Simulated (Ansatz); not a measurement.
Write a Python script for the Ansatz DFT code, driven from Python that makes a band structure of Ga₃Sn, space group Pm-3m. Settings: r2SCAN, PAW, cutoff 517 eV, 5×5×5 k-points, cold smearing of 0.1 eV.

```cif
data_structure
_symmetry_space_group_name_H-M 'P 1'
_symmetry_Int_Tables_number 1
_cell_length_a 4.3752
_cell_length_b 4.3752
_cell_length_c 4.3752
_cell_angle_alpha 90.000
_cell_angle_beta 90.000
_cell_angle_gamma 90.000
_cell_volume 83.75
loop_
_atom_site_label
_atom_site_type_symbol
_atom_site_fract_x
_atom_site_fract_y
_atom_site_fract_z
_atom_site_occupancy
Ga1 Ga 0.00000 0.50000 0.50000 1
Ga2 Ga 0.50000 0.00000 0.50000 1
Ga3 Ga 0.50000 0.50000 0.00000 1
Sn1 Sn 0.00000 0.00000 0.00000 1
```

The script, `bands.py`:
```python
"""Bands of Ga3Sn along a path through the zone."""

import ansatz as az
import matplotlib.pyplot as plt
import numpy as np

lattice = az.Lattice.of(
    (4.375243, 0.0, 0.0),
    (0.0, 4.375243, 0.0),
    (0.0, 0.0, 4.375243),
)
sites = [
    ("Ga", (0.0, 0.5, 0.5)),
    ("Ga", (0.5, 0.0, 0.5)),
    ("Ga", (0.5, 0.5, 0.0)),
    ("Sn", (0.0, 0.0, 0.0)),
]
cell = az.Crystal(lattice=lattice)
for symbol, position in sites:
    cell = cell.atom(symbol, position)

# the path, as fractions of this cell reciprocal vectors
path = [
    ("G", (0.0, 0.0, 0.0)),
    ("X", (0.0, 0.5, 0.0)),
    ("M", (0.5, 0.5, 0.0)),
    ("G", (0.0, 0.0, 0.0)),
]
model = (
    cell.calculation()
    .functional("r2scan")
    .basis(19 * az.Ha)
    .kpoints(mesh=(5, 5, 5))
    .occupations(az.OccupationsMethod.COLD, width=100 * az.meV)
    .band_structure([point for _, point in path], intervals=8)
    .stress()
)
session = model.session()
planned = session.plan(threads=1)
result = planned.execute()
report = result.report

energy = report["free_energy_ev"]
print("Ga3Sn: {:.6f} eV = {:.6f} Ry = {:.6f} Ha".format(energy, energy / 13.605693, energy / 27.211386))
print("Fermi level {:.4f} eV, {} k-points, {} symmetry operations".format(report["fermi_energy_ev"], report["n_kpoints"], report["n_symmetry_ops"]))

# the stress is positive in compression
stress = np.array(report["stress_gpa"])
print(f"pressure {np.trace(stress) / 3:.3f} GPa")
print(np.round(stress, 3) + 0.0)

terms = report["components"]
print({name: round(terms[name], 3) for name in ("e_kinetic", "e_hartree", "e_xc", "e_local", "e_nonlocal")})

bands = result.band_structure()
fermi = bands.fermi_energy_ev
reciprocal = 2 * np.pi * np.linalg.inv(result.lattice.cell_ang).T
steps = np.linalg.norm(np.diff(bands.kpoints_frac @ reciprocal, axis=0), axis=1)
distance = np.concatenate([[0], np.cumsum(steps)])
fig, ax = plt.subplots(figsize=(5, 4))
for channel, colour in zip(bands.channels, ("C0", "C3")):
    ax.plot(distance, channel.eigenvalues_ev - fermi, colour, lw=1)
ax.set_xticks(distance[::8], [label for label, _ in path])
ax.set(ylim=(-8, 8), ylabel="E - E_F (eV)", xlim=(0, distance[-1]))
ax.grid(axis="x")
fig.savefig("bands.png", dpi=100)
first = bands.channels[0].eigenvalues_ev - fermi
near = np.argsort(np.abs(first.mean(axis=0)))[:4]
for band in sorted(near):
    print(f"band {band + 1}: {first[:, band].min():.3f} to {first[:, band].max():.3f} eV")
```

```console
$ python bands.py
Ga3Sn: -17408.508607 eV = -1279.501794 Ry = -639.750897 Ha
Fermi level 10.1866 eV, 10 k-points, 48 symmetry operations
pressure -0.991 GPa
[[-0.991  0.     0.   ]
 [ 0.    -0.991  0.   ]
 [ 0.     0.    -0.991]]
{'e_kinetic': 527.535, 'e_hartree': 3056.925, 'e_xc': -561.7, 'e_local': -6209.281, 'e_nonlocal': 1239.021}
band 25: -3.319 to 0.727 eV
band 26: -3.003 to 0.987 eV
band 27: -3.003 to 1.307 eV
band 28: -0.631 to 4.128 eV
```

What to keep in mind:
- Total energies depend on the potentials; only differences at equal settings carry meaning. A total without «per atom» is that of the cell as typed.
- The energy terms are those on the plane-wave grid, with the one-centre PAW part apart; the terms shown are only some of the summands, so they needn't add up to F.
- The computed bands are complete only to about 3.3 eV above the Fermi level.
- The mesh is modest for a metal, so energies can be off by several to tens of meV an atom and pressures by half a GPa or more; differences at equal mesh fare better.
- The zero of the levels is a convention of the potentials, so an absolute Fermi energy is no work function.
- Pressure is positive in compression.
- This cell is a computed structure, which may not be the phase found in nature.
- Gaps and levels are Kohn-Sham values on a finite set of k-points, without spin-orbit coupling.
- Cost: roughly 8 core-seconds.

(Lines on the test bed's own set-up are left out of the output.)
